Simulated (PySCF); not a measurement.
**MgI at other levels of theory**

What do other methods print for MgI?

Method: method and basis as typed in the scripts; program: PySCF 2.14.0.

3 further runs of the same task are left out: 3 that didn't finish.

### 1 Where the work starts

MgI: 2 atoms, charge 0, spin multiplicity 2.

Bond lengths: Mg1–I2 2.602 Å.

### 2 Base script

Contents of input.py:

```python
from pyscf import gto, dft

mol = gto.M(
    atom='Mg 0 0 0; I 0 0 2.602',
    basis='def2-svp',
    ecp={'I': 'def2-svp'},
    charge=0,
    spin=1,
    verbose=4,
)
mf = dft.UKS(mol, xc='b3pw91')
mf.kernel()
g = mf.nuc_grad_method()
g.grid_response = True
g.kernel()
mf.dip_moment()
print('orbital energies (hartree):', [e[max(0, n-3):n+3].round(4) for e, n in zip(mf.mo_energy, mol.nelec)])
```

Started as:

```console
$ python input.py
```

### 3 Wb97

Variant 1 changes functional: b3pw91 → wb97.

Changes to input.py since step 2:

```diff
@@ -10,3 +10,3 @@
 )
-mf = dft.UKS(mol, xc='b3pw91')
+mf = dft.UKS(mol, xc='wb97')
 mf.kernel()
```

### 4 Pbe

Variant 2 changes functional: b3pw91 → pbe.

Changes to input.py since step 2:

```diff
@@ -10,3 +10,3 @@
 )
-mf = dft.UKS(mol, xc='b3pw91')
+mf = dft.UKS(mol, xc='pbe')
 mf.kernel()
```

### 5 CASCI (ROHF)

Variant 3 changes step after the SCF: gradient → casci; SCF type: UKS → ROHF; functional: b3pw91 → none (Hartree–Fock); active space: none → 5 electrons in 6 orbitals.

Contents of input.py:

```python
from pyscf import gto, scf, mcscf

mol = gto.M(
    atom='Mg 0 0 0; I 0 0 2.602',
    basis='def2-svp',
    ecp={'I': 'def2-svp'},
    charge=0,
    spin=1,
    verbose=4,
)
mf = scf.ROHF(mol)
mf.kernel()
mc = mcscf.CASCI(mf, 6, 5)
mc.kernel()
mc.analyze()
mf.dip_moment()
print('orbital energies (hartree):', mf.mo_energy[..., max(0, mol.nelec[1]-3):mol.nelec[0]+3].round(4))
```

### 6 Pbe0

Variant 4 changes functional: b3pw91 → pbe0.

Changes to input.py since step 2:

```diff
@@ -10,3 +10,3 @@
 )
-mf = dft.UKS(mol, xc='b3pw91')
+mf = dft.UKS(mol, xc='pbe0')
 mf.kernel()
```

### 7 Mn15

Variant 5 changes functional: b3pw91 → mn15.

Changes to input.py since step 2:

```diff
@@ -10,3 +10,3 @@
 )
-mf = dft.UKS(mol, xc='b3pw91')
+mf = dft.UKS(mol, xc='mn15')
 mf.kernel()
```

What does the calculation give? Wanted: for each run, E(SCF); from base; gap, α spin; SCF dipole; after the SCF.

**Answer**, as computed:

```csv
run,E(SCF) (hartree),from base (eV),cycles,"gap, α spin (eV)",SCF dipole (D),after the SCF
base,-497.858909,0,12,4.17,3.28,n/a
wb97,-497.768517,not comparable,13,8.35,3.31,n/a
pbe,-497.610971,not comparable,11,2.99,2.91,n/a
CASCI (ROHF),-496.255586,not comparable,11,n/a,3.54,CASCI correlation -0.036 eV
pbe0,-497.658340,not comparable,12,4.41,3.22,n/a
mn15,-496.910386,not comparable,12,4.85,3.59,n/a
```

In words: The α-spin gap between the frontier levels is 3.0 eV with pbe (0 % exact exchange) and 4.9 eV with mn15 (44 %): exact exchange opens it. Total energies of different functionals can't be compared with each other; differences within one functional can.
